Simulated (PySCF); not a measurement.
**Nd2N2: other functionals and bases at one geometry**

An exercise on one series of results from a longer session: the logs are not shown, and one member is left open.

Method: several levels, as the steps say, no spin–orbit coupling; program: PySCF 2.14.0.

2 further runs of the same task are left out: 2 for a known fault of the program.

## The system as given

4 atoms, charge 0, spin multiplicity 1.

Bond lengths: Nd1–Nd2 3.130 Å, Nd1–N3 2.096 Å, Nd1–N4 2.096 Å, Nd2–N3 2.096 Å, Nd2–N4 2.096 Å. Angles: Nd2–Nd1–N3 41.7°, Nd2–Nd1–N4 41.7°, N3–Nd1–N4 83.4°, Nd1–Nd2–N3 41.7°, Nd1–Nd2–N4 41.7°, N3–Nd2–N4 83.4°, Nd1–N3–Nd2 96.6°, Nd1–N4–Nd2 96.6°.

Geometry (Å):

```mol
N2Nd2
  3D, bonds by distance, orders not assigned

  4  5  0  0  0  0  0  0  0  0999 V2000
    0.0000    0.0000    1.5648 Nd  0  0
   -0.0000   -0.0000   -1.5648 Nd  0  0
    1.3944   -0.0000   -0.0000 N   0  0
   -1.3944    0.0000    0.0000 N   0  0
  1  2  8  0
  1  3  8  0
  1  4  8  0
  2  3  8  0
  2  4  8  0
M  END
```

Formal oxidation states: Nd +3. Each metal's 3 4f electrons lie in its core potential, so multiplicities, spins and levels count the valence alone. An earlier session relaxed this geometry at PBE, Nd lcecp-1-SVP with ECP49, N def2-SVP (singlet, point group D2h).

At PBE on the finer grid: E = -177.214075 Eh, HOMO -3.47 eV, LUMO -2.03 eV, Mulliken charge on Nd1 +0.41 e, largest force component 0.003 eV/Å. 

Levels to run: B3LYP; BP86; BLYP; TPSS. Hardware: 2 threads of AMD EPYC (Zen 3), shared host.

Set-up of the first run:

File run.py (the lines that set the calculation):

```python
mol = gto.M(atom='''
Nd     0.00000     0.00000     1.56483
Nd     0.00000     0.00000    -1.56483
N      1.39442     0.00000     0.00000
N     -1.39442     0.00000     0.00000''',
    basis={'Nd': 'lcecp-1-SVP', 'N': 'def2-SVP'},
    ecp={'Nd': 'lcecp-1-SVP'},
    charge=0, spin=0)
mf = dft.RKS(mol, xc='B3LYP')
mf.grids.atom_grid = (75, 302)  # f atoms: unpruned, at least (60, 302)
mf = mf.density_fit()  # fitting sets: Nd AutoAux, N def2-universal-JKFIT
mf.conv_tol = 1e-08; mf.max_cycle = 55
mf.kernel(dm0)  # dm0: the density of the relaxed state
```

On the command line:

```bash
> OMP_NUM_THREADS=2 python run.py
```

Steps of the session up to this table: B3LYP; BP86; BLYP; TPSS.

One of the session's tables, all rows but one given; the rest of the session is left out.

```
             level  HOMO (eV)  gap (eV)  charge on Nd1 (e)  largest force component (eV/Å)
PBE (relaxed here)      -3.47      1.44               0.41                            0.00
             B3LYP      -4.20      2.56               0.48                            0.08
              BP86      -3.59      1.60               0.41                            0.14
              BLYP          ?         ?                  ?                               ?
              TPSS      -3.32      1.54               0.48                            0.26
```

Q: Estimate the row for BLYP from the others.

**Answer.** HOMO (eV): -3.36; gap (eV): 1.31; charge on Nd1 (e): 0.39; largest force component (eV/Å): 0.79. In the column «HOMO (eV)» it lies between PBE (relaxed here) (-3.47) and TPSS (-3.32).

In one basis the HOMO–LUMO gap runs from 1.31 eV (BLYP) to 2.56 eV (B3LYP). The largest leftover force, 0.79 eV/Å with BLYP, stands at a geometry relaxed at another level. With 4f in the core, its levels are missing from HOMO and gap, and its count is fixed, so no charge can pass from the ligands into it. Total energies of different levels can't be compared.
